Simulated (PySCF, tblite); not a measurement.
**C₇H₈NS radical: geometry, infrared bands and EPR parameters**

Wanted: the infrared bands and EPR parameters of C₇H₈NS radical (`S=CCC1=CC[N]C=C1`), by calculation.

Programs: tblite 0.8.0 and PySCF 2.14.0, with density-fitted response routines of our own. Each step states its level of theory. These are calculated values for one molecule in the gas phase, unless marked as measured. Atoms count from 0, in the outputs and in this text.

### Step 1. The starting structure

17 atoms, charge 0, multiplicity 2; geometry from: force field or distance geometry start.

Bonds of the start (Å): S0–C1 1.46, C1–C2 1.49, C2–C3 1.50, C3–C4 1.33, C4–C5 1.48, C5–N6 1.44, N6–C7 1.41, C7–C8 1.32, C8–C3 1.44, C1–H9 1.08, C2–H10 1.11, C2–H11 1.13, C4–H12 1.10, C5–H13 1.11, C5–H14 1.12, C7–H15 1.10, C8–H16 1.08.

### Step 2. Geometry optimisation with GFN2-xTB

The job: settings as JSON, then the geometry in Å.

```
{"job": {"kind": "relax", "xc": "GFN2-xTB", "basis": "xTB"}, "charge": 0, "multiplicity": 2}
S      2.844000    -0.932100     1.532600
C      2.318400    -0.884100     0.175400
C      1.732200     0.424200    -0.235600
C      0.239200     0.299900    -0.136400
C     -0.360300    -0.808500     0.281700
C     -1.821000    -0.999200     0.400800
N     -2.541600     0.187700     0.026600
C     -1.855900     1.349100    -0.391700
C     -0.546000     1.456700    -0.491600
H      2.358200    -1.739900    -0.479400
H      2.120000     1.207000     0.449400
H      2.001900     0.636100    -1.309000
H      0.264100    -1.668300     0.552000
H     -2.056800    -1.339400     1.433300
H     -2.150200    -1.770200    -0.340500
H     -2.474300     2.218100    -0.655600
H     -0.079000     2.375000    -0.821900
```

On the command line:

```console
$ OMP_NUM_THREADS=1 python probes_run.py task.json out
```

One launch serves the whole session: the jobs run in the order shown.

Output:

```text
step      E/eV     max force
  0    -682.25922   11.656
  1    -683.04445    6.110
  2    -683.44681    3.098
  3    -683.58821    2.093
  4    -683.64799    0.864
  5    -683.70943    0.529
  6    -683.74056    0.459
  7    -683.75398    0.359
  8    -683.77086    0.248
  9    -683.78299    0.319
 10    -683.79168    0.213
 11    -683.79642    0.171
 12    -683.80019    0.140
 13    -683.80360    0.192
 14    -683.80661    0.132
 15    -683.80924    0.102
 16    -683.81162    0.116
 17    -683.81368    0.112
 18    -683.81532    0.102
 19    -683.81669    0.078
 20    -683.81809    0.092
 21    -683.81962    0.124
 22    -683.82116    0.125
 23    -683.82257    0.089
 24    -683.82388    0.089
 25    -683.82512    0.094
 26    -683.82618    0.080
 27    -683.82689    0.064
 28    -683.82735    0.057
 29    -683.82770    0.054
 30    -683.82803    0.054
 31    -683.82832    0.049
 32    -683.82859    0.038
 33    -683.82882    0.040
 34    -683.82901    0.037
 35    -683.82917    0.034
 36    -683.82930    0.029
 37    -683.82946    0.031
 38    -683.82966    0.038
 39    -683.82994    0.053
 40    -683.83030    0.062
 41    -683.83074    0.056
 42    -683.83129    0.061
 43    -683.83191    0.077
 44    -683.83251    0.089
 45    -683.83306    0.088
 46    -683.83368    0.075
 47    -683.83446    0.072
 48    -683.83533    0.081
 49    -683.83614    0.077
 50    -683.83679    0.100
 51    -683.83720    0.066
 52    -683.83780    0.110
 53    -683.83838    0.058
 54    -683.83925    0.037
 55    -683.83964    0.035
 56    -683.84001    0.033
 57    -683.84020    0.046
 58    -683.84038    0.038
 59    -683.84060    0.034
 60    -683.84086    0.030
 61    -683.84098    0.027
 62    -683.84118    0.032
 63    -683.84135    0.029
 64    -683.84155    0.037
 65    -683.84181    0.048
 66    -683.84215    0.049
 67    -683.84256    0.049
 68    -683.84296    0.048
 69    -683.84329    0.048
 70    -683.84362    0.047
 71    -683.84402    0.046
 72    -683.84436    0.043
 73    -683.84473    0.046
 74    -683.84511    0.061
 75    -683.84548    0.055
 76    -683.84583    0.045
 77    -683.84621    0.042
 78    -683.84657    0.049
 79    -683.84689    0.059
 80    -683.84715    0.044
 81    -683.84739    0.047
 82    -683.84762    0.040
 83    -683.84787    0.049
 84    -683.84823    0.055
 85    -683.84880    0.052
 86    -683.84972    0.069
 87    -683.85092    0.089
 88    -683.85228    0.122
 89    -683.85304    0.134
 90    -683.85478    0.095
 91    -683.85636    0.069
 92    -683.85778    0.056
 93    -683.85880    0.091
 94    -683.85965    0.077
 95    -683.86069    0.062
 96    -683.86128    0.101
 97    -683.86181    0.040
 98    -683.86207    0.038
 99    -683.86235    0.041
100    -683.86267    0.051
101    -683.86333    0.052
102    -683.86384    0.042
103    -683.86415    0.074
104    -683.86435    0.056
105    -683.86465    0.050
106    -683.86559    0.118
107    -683.86636    0.097
108    -683.86740    0.082
109    -683.86848    0.101
110    -683.86999    0.162
111    -683.87231    0.133
112    -683.86889    0.329
113    -683.87493    0.189
114    -683.87597    0.145
115    -683.87750    0.109
116    -683.87761    0.284
117    -683.87983    0.084
118    -683.88074    0.089
119    -683.88288    0.290
120    -683.88468    0.118
121    -683.88563    0.116
122    -683.88724    0.109
123    -683.88849    0.145
124    -683.88902    0.074
125    -683.88957    0.084
126    -683.89009    0.091
127    -683.89061    0.052
128    -683.89093    0.046
129    -683.89117    0.076
130    -683.89138    0.064
131    -683.89160    0.054
132    -683.89194    0.043
133    -683.89228    0.054
134    -683.89280    0.081
135    -683.89345    0.095
136    -683.89437    0.102
137    -683.89551    0.097
138    -683.89682    0.091
139    -683.89792    0.126
140    -683.89629    0.260
141    -683.89969    0.075
142    -683.90028    0.059
143    -683.90114    0.059
144    -683.90164    0.054
145    -683.90204    0.048
146    -683.90232    0.053
147    -683.90247    0.066
148    -683.90260    0.037
149    -683.90272    0.028
150    -683.90279    0.013
151    -683.90282    0.017
152    -683.90286    0.017
153    -683.90290    0.022
154    -683.90297    0.021
155    -683.90308    0.023
156    -683.90323    0.027
157    -683.90340    0.032
158    -683.90361    0.034
159    -683.90388    0.038
160    -683.90420    0.037
161    -683.90448    0.042
162    -683.90468    0.043
163    -683.90473    0.042
164    -683.90489    0.042
165    -683.90499    0.018
166    -683.90506    0.015
167    -683.90510    0.009
```

Run time: 1 s. Hardware: 1 thread of Arm Neoverse V2, shared host.

Relaxation path: (not every step is listed)

```tsv
step	energy from step 0 (eV)	largest force (eV/Å)
0	0.0000	11.6564
1	-0.7852	6.1101
2	-1.1876	3.0982
3	-1.3290	2.0932
4	-1.3888	0.8645
5	-1.4502	0.5291
6	-1.4813	0.4590
7	-1.4948	0.3589
8	-1.5116	0.2480
23	-1.5634	0.0888
38	-1.5704	0.0381
53	-1.5792	0.0584
68	-1.5837	0.0484
83	-1.5886	0.0494
98	-1.6028	0.0375
113	-1.6157	0.1889
128	-1.6317	0.0463
143	-1.6419	0.0591
158	-1.6444	0.0340
162	-1.6455	0.0433
163	-1.6455	0.0421
164	-1.6457	0.0422
165	-1.6458	0.0182
166	-1.6458	0.0149
167	-1.6459	0.0094
```

Close pairs (by a distance rule), those that changed most:

```tsv
bond	before (Å)	after (Å)	change (Å)
S0–C1	1.456	1.615	+0.158
N6–C7	1.412	1.289	-0.123
C7–C8	1.318	1.407	+0.089
C3–C8	1.443	1.407	-0.035
C2–H11	1.127	1.092	-0.034
C3–C4	1.328	1.361	+0.033
C2–H10	1.110	1.090	-0.020
C4–H12	1.096	1.079	-0.017
```

The end geometry stands in the next job.

### Step 3. Vibrational analysis with GFN2-xTB

The job: settings as JSON, then the geometry in Å.

```
{"job": {"kind": "ir", "xc": "GFN2-xTB", "basis": "xTB"}, "charge": 0, "multiplicity": 2}
S      3.187939    -1.826423     0.007854
C      2.411380    -0.502361    -0.493237
C      1.735386     0.464629     0.410438
C      0.245761     0.310650     0.185258
C     -0.466283    -0.621576     0.874736
C     -1.926582    -0.794631     0.638461
N     -2.520870     0.023455    -0.366899
C     -1.787673     0.875563    -0.998571
C     -0.413748     1.090554    -0.782960
H      2.315815    -0.307976    -1.558315
H      1.987690     0.246112     1.448385
H      2.037320     1.484757     0.162067
H      0.001210    -1.262882     1.606279
H     -2.488600    -0.627462     1.574201
H     -2.141344    -1.845841     0.379369
H     -2.300603     1.465140    -1.749637
H      0.116203     1.840324    -1.347341
```

Output:

```text
mode    cm-1     km/mol
  1      23.2      2.10
  2      40.3      3.46
  3     119.1      3.89
  4     172.4      5.01
  5     239.4      4.32
  6     289.8      2.05
  7     372.7      0.34
  8     418.2     31.02
  9     493.1      5.19
 10     565.1      2.60
 11     584.5      0.92
 12     711.5     12.14
 13     744.8     19.48
 14     755.1      0.73
 15     824.5     16.77
 16     867.1      0.94
 17     884.5      2.70
 18     929.9      6.50
 19     939.7     22.27
 20     992.1      0.15
 21    1011.2     24.21
 22    1059.1      6.98
 23    1116.6     23.51
 24    1122.6      0.81
 25    1137.0     14.15
 26    1162.3     70.08
 27    1177.8      0.75
 28    1235.0      5.12
 29    1267.1      8.18
 30    1274.8      3.13
 31    1322.1    151.92
 32    1335.4     27.30
 33    1380.0     52.97
 34    1396.6     27.84
 35    1447.3      4.67
 36    1519.3      7.29
 37    1581.6     44.80
 38    2783.2      9.98
 39    2844.5     25.14
 40    2964.1      8.33
 41    2973.0     13.22
 42    3006.0     17.03
 43    3038.3     44.74
 44    3084.8     16.18
 45    3101.9     26.50
```

Run time: 0.52 s. Hardware: 1 thread of Arm Neoverse V2, shared host.

Which atoms move in the most intense modes:

```tsv
cm⁻¹	km/mol	atoms
418	31.0	C7 25 %, N6 18 %, C3 11 %, H15 10 %
1162	70.1	H9 36 %, C1 26 %, C2 15 %
1322	151.9	H9 32 %, C1 31 %, H10 12 %
1335	27.3	H15 35 %, N6 16 %, C7 10 %
1380	53.0	C8 27 %, C3 23 %, C7 15 %
1397	27.8	H14 41 %, H13 41 %
1582	44.8	C3 26 %, C7 25 %, C4 21 %, N6 19 %
3038	44.7	H15 92 %
```

### Step 4. EPR parameters: B3LYP/pcH-1

Same as in step 3 but for these lines:

```diff
@@ -1,2 +1,2 @@
-{"job": {"kind": "ir", "xc": "GFN2-xTB", "basis": "xTB"}, "charge": 0, "multiplicity": 2}
+{"job": {"kind": "epr", "basis": "pcH-1"}, "charge": 0, "multiplicity": 2}
 S      3.187939    -1.826423     0.007854
```

With the program's defaults for keys left out, this is: UKS B3LYP, pcH-1 on C H N S, non-relativistic, mean-field spin-orbit, GIAO.

Output:

```text
UKS, coarse grid
  cycle   1  E = -724.38648194  |g| = 3.18e-01
  cycle   2  E = -724.32923055  |g| = 4.72e-01
  cycle   3  E = -724.43200712  |g| = 1.43e-01
  cycle   4  E = -724.44117132  |g| = 5.39e-02
  cycle   5  E = -724.44279029  |g| = 1.82e-02
  cycle   6  E = -724.44298506  |g| = 8.94e-03
  cycle   7  E = -724.44306661  |g| = 4.29e-03
  cycle   8  E = -724.44308832  |g| = 2.78e-03
  cycle   9  E = -724.44309442  |g| = 1.25e-03
  cycle  10  E = -724.44309580  |g| = 3.52e-04
UKS, final grid
  cycle   1  E = -724.44314464  |g| = 5.35e-04
  cycle   2  E = -724.44314428  |g| = 1.01e-03
  cycle   3  E = -724.44314480  |g| = 1.02e-04
  cycle   4  E = -724.44314481  |g| = 5.15e-05
  cycle   5  E = -724.44314481  |g| = 4.24e-05
  cycle   6  E = -724.44314482  |g| = 1.33e-05
E = -724.44314482 Eh   <S^2> = 0.7832 (exact 0.7500)
g shifts (ppm)      1          2          3
  rmc          -163       -163       -163
  gc             -9         31         23
  oz_so        -411        892       2014
  total        -583        759       1874
hyperfine (MHz)  atom isotope    a_iso     a_fc   dipolar eigenvalues
    0   33S       0.37       0.38     -1.52      0.21      1.30
    1   13C     -10.77     -10.78     -1.70      0.33      1.36
    2   13C       3.53       3.53     -0.97      0.07      0.90
    3   13C     -37.70     -37.72    -22.05      9.57     12.48
    4   13C      37.53      37.54    -36.11    -34.38     70.49
    5   13C     -33.90     -33.93     -2.37     -0.10      2.47
    6   14N      13.00      12.98    -15.50    -15.15     30.64
    7   13C     -34.17     -34.20    -22.40      8.76     13.64
    8   13C      47.37      47.47    -44.17    -41.97     86.13
    9    1H       1.25       1.25     -1.72     -0.76      2.47
   10    1H      -4.88      -4.88     -1.64     -1.29      2.93
   11    1H      -6.11      -6.11     -1.62     -1.35      2.97
   12    1H     -29.16     -29.17    -16.91     -1.39     18.31
   13    1H     165.96     165.96     -4.54     -0.93      5.47
   14    1H     160.87     160.86     -4.54     -0.89      5.42
   15    1H       7.20       7.19     -4.23     -0.37      4.60
   16    1H     -36.30     -36.30    -21.66      0.05     21.61
```

Wall time 2.1 min (1 thread of Arm Neoverse V2, shared host); peak memory 1.1 GiB.

Principal g values 2.00174, 2.00308, 2.00419; g(iso) = 2.00300, against 2.00232 for a free electron.

Hyperfine couplings; where a row names several nuclei, a(iso) is their mean (it holds for fast rotation or exchange) and the dipolar term the largest among them:

```tsv
nuclei	isotope	a(iso) (MHz)	a(iso) (G, at g = 2.0023)	largest dipolar term (MHz)
H13, H14	1H	163.4	58.3	5.5
C8	13C	47.4	16.9	86.1
C3	13C	-37.7	-13.5	-22.1
C4	13C	37.5	13.4	70.5
H16	1H	-36.3	-13.0	-21.7
C7	13C	-34.2	-12.2	-22.4
C5	13C	-33.9	-12.1	2.5
H12	1H	-29.2	-10.4	18.3
N6	14N	13.0	4.6	30.6
C1	13C	-10.8	-3.8	-1.7
H15	1H	7.2	2.6	4.6
H10, H11	1H	-5.5	-2.0	3.0
C2	13C	3.5	1.3	-1.0
H9	1H	1.3	0.4	2.5
```

Mulliken spin populations:

S0 0.00; C1 0.00; C2 0.01; C3 -0.20; C4 0.45; C5 -0.07; N6 0.33; C7 -0.18; C8 0.58; H9 0.00; H10 0.00; H11 0.00; H12 -0.02; H13 0.07; H14 0.07; H15 0.01; H16 -0.03

In first order the couplings over 0.8 MHz of 1H, 14N give 378 distinct lines over 156.2 G, if the averaged nuclei exchange fast.

Orbitals, density, ELF and potential are computed afterwards from the orbital file.

ELF in a plane through or near 6 of the atoms.

Ten even steps from '0' (0.00) to '9' (1.00):
```
0000000000000000000000000000
0000000000000000000000000000
0000000000000000000000000000
0000001000003651000000000000
0000245410029996000111000000
0002577620049998104786100000
0003677410029998437998200000
0002553001003634774984000000
0002331024313743774630000000
0001211364484376225656530000
0000112472293524004678750000
0000000146445896556866520000
0000000146302511874631100000
0000000012007996656751000000
0000000000049998216984000000
0000000000069997004885000000
0000000000028983001551000000
0000000000000000000000000000
0000000000000000000000000000
0000000000000000000000000000
```
The map spans 11.7 Å across and 9.7 Å up, centred on the molecule. Atoms in the plane (x, y in Å): C2 (-1.7, -0.1), C3 (-0.2, -0.1), C4 (0.4, 1.1), C8 (0.4, -1.3), H12 (0.0, 2.0), H16 (-0.1, -2.3).

On the surface of density 0.002 e/bohr³ the electrostatic potential runs, from the 1st to the 99th percentile, from -1.68 V near N6 to 1.23 V near H16.

The spin density lies nearest to C4, C8 about 24 % each; N6 19 %; C3, C7 about 7 % each (beta excess).

### Step 5. Results

| quantity | value |
| --- | --- |
| strongest single infrared mode (GFN2-xTB) | 1322 cm⁻¹, 152 km/mol |
| zero-point energy (GFN2-xTB) | 80.5 kcal/mol |
| g(iso) (B3LYP) | 2.00300 |
| ⟨S²⟩ | 0.783 (exact 0.75) |
| largest a(iso) (averaged by class) | 1H on H13, H14, 163.4 MHz |
| surface potential, 1st and 99th percentile | -1.68 V and 1.23 V |

In words: Over 167 steps the energy fell by 1.646 eV; of the close pairs, S0–C1 changed most, 1.456 to 1.615 Å. No mode is imaginary among the 45: a minimum at this level. The strongest single mode, at 1322 cm⁻¹, is carried by H9, C1, H10. Unscaled tight-binding wavenumbers are off by several per cent, some by more. Its intensities can rank the bands wrongly. The largest spin populations lie on C8 (0.58 e), C4 (0.45 e). The isotropic g lies 0.7 ppt above the free-electron value.
